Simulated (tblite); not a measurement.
# C5H13NOSi2: the cost of one run

The runs use tblite 0.8.0 and PySCF 2.14.0, with density-fitted response routines of our own; the level of theory stands in each step. All values are computed, except where a source is named. Atoms count from 0, in the outputs and in this text.

## 1. The molecule as given

22 atoms, charge 0, multiplicity 1; geometry from: force field or distance geometry start.

Bonds of the start (Å): O0–C1 1.24, C1–C2 1.52, C2–C3 1.53, C3–Si4 1.93, Si4–C5 1.98, C5–N6 1.47, N6–Si7 1.71, C5–C8 1.55, C8–C2 1.54, C1–H9 1.09, C2–H10 1.11, C3–H11 1.10, C3–H12 1.10, Si4–H13 1.48, Si4–H14 1.48, C5–H15 1.09, N6–H16 1.03, Si7–H17 1.47, Si7–H18 1.47, Si7–H19 1.48, C8–H20 1.10, C8–H21 1.10.

## 2. Relaxing the molecule with GFN2-xTB

The job: settings as JSON, then the geometry in Å.

```
{"job": {"kind": "relax", "xc": "GFN2-xTB", "basis": "xTB"}, "charge": 0, "multiplicity": 1}
O     -1.392300     1.511800     1.479700
C     -1.813900     1.316500     0.331100
C     -1.819900    -0.055500    -0.323300
C     -1.679600    -1.226000     0.651000
Si     0.202900    -1.602900     0.802400
C      0.656800    -0.385300    -0.687600
N      1.236000     0.879800    -0.200400
Si     2.888500     1.173400     0.139300
C     -0.704800    -0.146100    -1.380500
H     -2.162000     2.148300    -0.284100
H     -2.814200    -0.123800    -0.812400
H     -2.110000    -1.027400     1.646200
H     -2.165800    -2.125600     0.257800
H      0.791000    -1.150200     2.082500
H      0.491000    -3.004500     0.436100
H      1.336600    -0.892300    -1.368900
H      0.702100     1.235400     0.604000
H      3.020500     2.594700     0.476100
H      3.655700     0.819000    -1.069500
H      3.271900     0.308200     1.278400
H     -0.676300     0.758500    -2.010800
H     -0.924500    -0.986700    -2.047800
```

Started as:

```sh
$ OMP_NUM_THREADS=1 python probes_run.py task.json out
```

The driver reads the jobs from task.json and runs them one after another.

Q: Estimate the wall time and peak memory of this first job on 1 thread of Arm Neoverse N1, shared host.

About 1.9 s, with a peak of 0.18 GiB.
